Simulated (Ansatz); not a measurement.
# H3Cl: the cost of one run

All numbers below are computed with Ansatz 0.2.0 (DFT PBE+D3(BJ), plane waves, PAW, scalar-relativistic, no spin polarisation).

### Step 1. The system as given

The cell holds 12 atoms (Cl3H9): a = 6.811 Å, b = 6.811 Å, c = 6.811 Å, α = 90.00°, β = 90.00°, γ = 90.00°.

As a file:

```xyz
12
Lattice="6.8106 0.0000 0.0000 0.0000 6.8106 0.0000 0.0000 0.0000 6.8106" Properties=species:S:1:pos:R:3 pbc="T T T"
Cl    1.5879    3.1685    2.3909
H     0.7694    3.6113    1.5121
Cl    1.7222    6.7267    3.0434
H     1.7239    6.7196    1.7634
Cl    0.1350    2.5061    5.9066
H     0.6207    2.2656    4.7471
H     2.6161    2.1285    5.2578
H     2.8534    2.0912    4.5609
H     5.3140    6.1358    5.3718
H     5.1728    6.3263    4.6738
H     3.0992    6.0437    0.1231
H     3.7644    5.7437    0.2278
```

### Step 2. Preparing the start

input.yaml reads:

```yaml
accuracy: low
crystal:
  lattice:
    - [6.810566, 0.0, 0.0]
    - [0.0, 6.810566, 0.0]
    - [0.0, 0.0, 6.810566]
  atoms:
    - { symbol: Cl, position: [0.2331472, 0.4652263, 0.3510631] }
    - { symbol: H, position: [0.1129684, 0.5302425, 0.2220227] }
    - { symbol: Cl, position: [0.2528671, 0.9876922, 0.4468585] }
    - { symbol: H, position: [0.2531153, 0.98665, 0.2589215] }
    - { symbol: Cl, position: [0.0198177, 0.3679757, 0.8672751] }
    - { symbol: H, position: [0.0911404, 0.3326546, 0.6970196] }
    - { symbol: H, position: [0.3841227, 0.3125344, 0.7720062] }
    - { symbol: H, position: [0.4189707, 0.3070469, 0.6696778] }
    - { symbol: H, position: [0.7802517, 0.9009268, 0.7887431] }
    - { symbol: H, position: [0.7595247, 0.9288966, 0.6862556] }
    - { symbol: H, position: [0.4550638, 0.8873996, 0.0180774] }
    - { symbol: H, position: [0.5527307, 0.843347, 0.0334442] }
basis:
  ecutwfc: 420.0
kpoints:
  mp_grid: { grid: [1, 1, 1] }
hamiltonian:
  xc: pbe
  dispersion: d3bj
scf:
  occupations: { method: fermi_dirac, width: 0.02 }
  lower_state_search: "off"
relax:
  f_tol: 0.3
  max_steps: 15
  adjacent_minimum: "off"
```

Started as:

```sh
$ ansatz run input.yaml --threads 1 --pin off --max-ram 3072MiB --backend cpu --events-out ev --progress --plain --runs-dir out
```

Q: Estimate wall time and peak memory on 1 thread of Arm Neoverse V1, shared host.

About 16 s, with a peak of 0.34 GiB.
